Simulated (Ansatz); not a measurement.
This script makes relaxations under a series of pressures of CaH3Pd, space group Pm-3m with Ansatz 0.2.0 through its Python package.

The script, `cah3pd.py`:
```python
# -*- coding: utf-8 -*-
import ansatz as az
import numpy as np

def edges_and_angles(cell):
    cell = np.asarray(cell)
    a, b, c = np.linalg.norm(cell, axis=1)
    cosines = cell[1] @ cell[2] / (b * c), cell[0] @ cell[2] / (a * c), cell[0] @ cell[1] / (a * b)
    return (a, b, c, *np.degrees(np.arccos(cosines)))

cah3pd = (
    az.Lattice.from_parameters(3.706716, 3.706716, 3.706716, alpha=90.0, beta=90.0, gamma=90.0)
    .atom("Ca", (0.5, 0.5, 0.5))
    .atom("H", (0.5, 0.0, 0.0))
    .atom("H", (0.0, 0.5, 0.0))
    .atom("H", (0.0, 0.0, 0.5))
    .atom("Pd", (0.0, 0.0, 0.0))
)

calculation = (
    cah3pd.calculation()
    .occupations(az.OccupationsMethod.FERMI_DIRAC, width=0.05)
    .pseudopotentials("paw")
    .kpoints(7, 7, 7)
    .functional("pbesol")
)

rows = []
for pressure in [0, 2, 4, 6, 8]:
    done = calculation.relax(cell=True, pressure=pressure).run()
    cell = done.lattice.cell_ang
    n_atoms = len(done.lattice.sites)
    volume = abs(np.linalg.det(cell)) / n_atoms
    enthalpy = done.report["free_energy_ev"] / n_atoms + pressure * volume / 160.21766
    rows.append((pressure, volume, enthalpy, *edges_and_angles(cell)))
    print(f"{pressure} GPa done: {volume:.4f} A^3/atom")

print(" P (GPa)  V (A^3/atom)  H (eV/atom)     a       b       c")
for row in rows:
    print("{:8.1f} {:12.4f} {:14.5f} {:7.4f} {:7.4f} {:7.4f}".format(*row[:6]))
p, v = np.array([row[0] for row in rows], float), np.array([row[1] for row in rows])
print("mean bulk modulus between rows (GPa):", np.round(-np.diff(p) / np.diff(np.log(v)), 1))
```

From its runs, with one value withheld:

| P (GPa) | relaxed V (Å³/atom) |
| --- | --- |
| 0 | 9.926 |
| 2 | 9.738 |
| 4 | ? |
| 6 | 9.408 |
| 8 | 9.261 |

What volume does the cell relax to at 4 GPa?

Murnaghan's form V = V0 (1 + B' P / B0)^(-1/B') through the 4 rows shown gives V0 = 9.926 Å³, B0 = 101.0 GPa and B' = 3.74, and so 9.566 Å³ an atom at 4 GPa. The run gave 9.566 Å³, 0.01 % away.

The run is spin-unpolarised. At a fixed pressure a relaxation lowers the enthalpy F + PV, while F alone can rise. The mesh is modest for a metal, so energies can be off by several to tens of meV an atom and pressures by half a GPa or more; differences at equal mesh fare better. This cell is a computed structure, which may not be the phase found in nature. Symmetry holds the cell in this phase, whether or not it is the stable one at each pressure. Hardware and time: 49 s on 1 thread of Intel(R) Xeon(R) Platinum 8259CL CPU @ 2.50GHz (Skylake/Cascade Lake), on a shared host, peak memory 0.43 GiB.
